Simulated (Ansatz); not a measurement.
Geometry optimisation, DFT LDA, scalar-relativistic, plane waves, PAW in Ansatz.

Input file:

```yaml
crystal:
  lattice:
    - [-3.195, -5.533902, 0.0]
    - [4.7925, -2.766951, 0.0]
    - [0.0, 0.0, 5.1027]
  atoms:
    - { symbol: Ga, position: [0.4993744, 0.3320655, -0.0008427], spin: 1.0 }
    - { symbol: Zn, position: [0.5066454, 0.6634656, 0.502383] }
    - { symbol: O, position: [0.4979916, 0.3170604, 0.3764348] }
    - { symbol: O, position: [0.496819, 0.6610801, 0.8777542] }
    - { symbol: Zn, position: [0.2546762, 0.8338492, 0.0105638] }
    - { symbol: Zn, position: [0.2502544, 0.177363, 0.5056818] }
    - { symbol: O, position: [0.2468731, 0.8416746, 0.3853983] }
    - { symbol: O, position: [0.2546019, 0.1636307, 0.8787905] }
    - { symbol: Zn, position: [0.0034295, 0.3326297, -0.0037359] }
    - { symbol: Zn, position: [0.00464, 0.6654094, 0.5009957] }
    - { symbol: O, position: [-0.0015211, 0.3327464, 0.3820257] }
    - { symbol: O, position: [0.0061778, 0.6625875, 0.8720902] }
    - { symbol: Zn, position: [0.7462312, 0.8356334, -0.0086542] }
    - { symbol: O, position: [0.7503192, 0.8326442, 0.3862051] }
    - { symbol: O, position: [0.7450678, 0.1728439, 0.8811517] }
magnetization:
  spin_polarized: true
basis:
  ecutwfc: 420.0
kpoints:
  mp_grid: { grid: [2, 2, 2] }
hamiltonian:
  xc: lda
  pseudopotentials: { kind: paw, azcp: { folder: soft_1 } }
scf:
  occupations: { method: fermi_dirac, width: 0.02 }
  lower_state_search: "off"
relax:
  f_tol: 0.03
  max_steps: 60
  adjacent_minimum: "off"
output:
  write_density: true
  write_potential: true
  elf: true
  volumetric_format: npy
```

Command:

```bash
$ ansatz run input.yaml --threads 2 --pin off --max-ram 5120MiB --backend cpu --events-out ev --progress --plain --runs-dir out
```

Problem. Where does it end, and by what steps?

Solution. It converged. Limits of this set-up: coarse k mesh, PAW files made for another functional, a small cell, in which the defect meets its images. After 4 steps the energy has fallen by 0.820 eV; O3 moved furthest, 0.22 Å.

```tsv
step	energy less start (eV)	largest force component (eV/Å)	accepted
0	0.0000	1.356	yes
1	-0.5091	0.791	yes
2	-0.8124	0.206	yes
3	-0.8188	0.057	yes
4	-0.8199	0.016	yes
```

```xyz
15
Lattice="-3.1950 -5.5339 0.0000 4.7925 -2.7670 0.0000 0.0000 0.0000 5.1027" Properties=species:S:1:pos:R:3
Ga -0.033 -3.709 0.030
Zn 1.568 -4.636 2.523
O 0.128 -3.602 1.841
O 1.520 -4.567 4.500
Zn 3.175 -3.682 0.021
Zn 0.006 -1.840 2.539
O 3.200 -3.707 1.978
O -0.025 -1.923 4.517
Zn 1.621 -0.883 0.024
Zn 3.191 -1.818 2.530
O 1.586 -1.073 1.911
O 3.203 -1.867 4.481
Zn 1.634 -6.501 0.002
O 1.449 -6.379 1.886
O -1.534 -4.581 4.620
```

Whether the end is a true minimum wasn't checked by a vibrational analysis.

Run time: 2.4 min on 2 threads of Arm Neoverse V1 (shared host), peak memory 0.6 GiB.
